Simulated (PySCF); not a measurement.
**A diatomic session: ZnH**

What are the lowest state that PBE0 finds, the bond length, vibrational wavenumber and bond energy of ZnH, and how much do these hang on the method?

Program: PySCF 2.14.0. Level of theory: Zn aug-pcseg-1, H aug-pcseg-1, no relativity. These are calculated values, not measurements.

## 1. The job

Settings of the job:

```json
{"atoms": "Zn, H", "charge": "0", "basis": "Zn aug-pcseg-1, H aug-pcseg-1", "Hamiltonian": "no relativity", "basis functions": "56", "electrons treated": "31", "masses in u": "63.9291, 1.0078", "levels": "PBE0, PBE, r²SCAN, BHandHLYP, BLYP, r²SCAN0, HF, MP2, SCS-MP2", "grid": "80 radial by 434 angular points", "occupations": "held fixed by the projection of orbital angular momentum", "dissociation limit": "Zn + H, each in its ground configuration", "starting distance in angstrom": "1.510", "values of 2S to try": "1, 3"}
```

Launch:

```console
OMP_NUM_THREADS=1 python dia.py task.json out
```

Further steps of the session: First curve: PBE0; Other states along the same grid; PBE; r²SCAN (meta-GGA); BHandHLYP; BLYP (GGA); r²SCAN0; UHF (mean field).

Before running it: what results should come out? Wanted: for each run, Re; ωe; De; μ.

As calculated:

Lowest PBE0 solution found, without spin–orbit coupling: ²Σ⁺ (doublet), unpaired electrons σ ↑. The other levels ran on it alone.

```csv
level,Re (Å),ωe (cm⁻¹),De (eV),μ (D)
UHF,1.630,1657,0.92,-0.77
UHF-MP2,1.579,1815,1.09,n/a
UHF-SCS-MP2,1.588,1787,1.06,n/a
PBE,1.632,1495,0.99,-0.46
BLYP,1.651,1413,0.92,-0.52
r²SCAN,1.609,1580,1.25,-0.52
PBE0,1.619,1579,1.07,-0.55
r²SCAN0,1.609,1607,1.26,-0.59
BHandHLYP,1.623,1583,1.08,-0.68
```

De is counted to Zn + H in their ground configurations. A positive dipole means Zn(−)H(+).

In words: Bond lengths run from 1.579 Å (UHF-MP2) to 1.651 Å (BLYP). Among the levels with a De in the table, it runs from 0.92 eV (UHF) to 1.26 eV (r²SCAN0).

Correlated steps freeze 5 core orbitals.
